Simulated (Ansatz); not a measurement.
The system is WAu.

```
CELL_PARAMETERS angstrom
0.00000 2.90921 2.90921
2.90921 0.00000 2.90921
2.90921 2.90921 0.00000
ATOMIC_POSITIONS crystal
W 0.00000 0.00000 0.00000
Au 0.75000 0.75000 0.75000
```

The cell was built by a generator and needn't be a form met in nature.

| Quantity | Value |
| --- | --- |
| Program | Ansatz 0.2.0 |
| Task | relaxation of cell and atoms |
| Functional | LDA |
| Potentials or basis | Ansatz PAW |
| Cutoff | 420 eV (not typed: the program's choice for these potentials) |
| k mesh | 6 × 6 × 6 |
| Occupations | fermi-dirac, width 0.05 eV |
| Spin | no spin polarisation |

At the start: volume 24.62 Å³/atom.

Problem. Where does the relaxation end?

Solution. It ends after 5 steps and the volume is 23.23 Å³/atom (-5.6 %); space group F-43m (No. 216, to 0.05 Å).

Step by step:
```tsv
step	energy change (eV)	largest force (eV/Å)	volume (Å³)
1	0.0000	0.0000	49.24
2	-0.0693	0.0000	46.79
3	-0.0704	0.0000	46.43
4	-0.0704	0.0000	46.47
5	-0.0699	0.0000	46.47
```

Final structure:
```yaml
crystal:
  lattice:
    - [0.00000, 2.85343, 2.85343]
    - [2.85343, 0.00000, 2.85343]
    - [2.85343, 2.85343, 0.00000]
  atoms:
    - { symbol: W, position: [0.00000, 0.00000, 0.00000] }
    - { symbol: Au, position: [0.75000, 0.75000, 0.75000] }
```

Caveat: the plane-wave basis is chosen anew once the cell has moved, so the energies of steps on either side of that aren't comparable; the PAW data sets come from PBE, with cores solved anew for the run's functional, which leaves a small shift of forces and pressure.
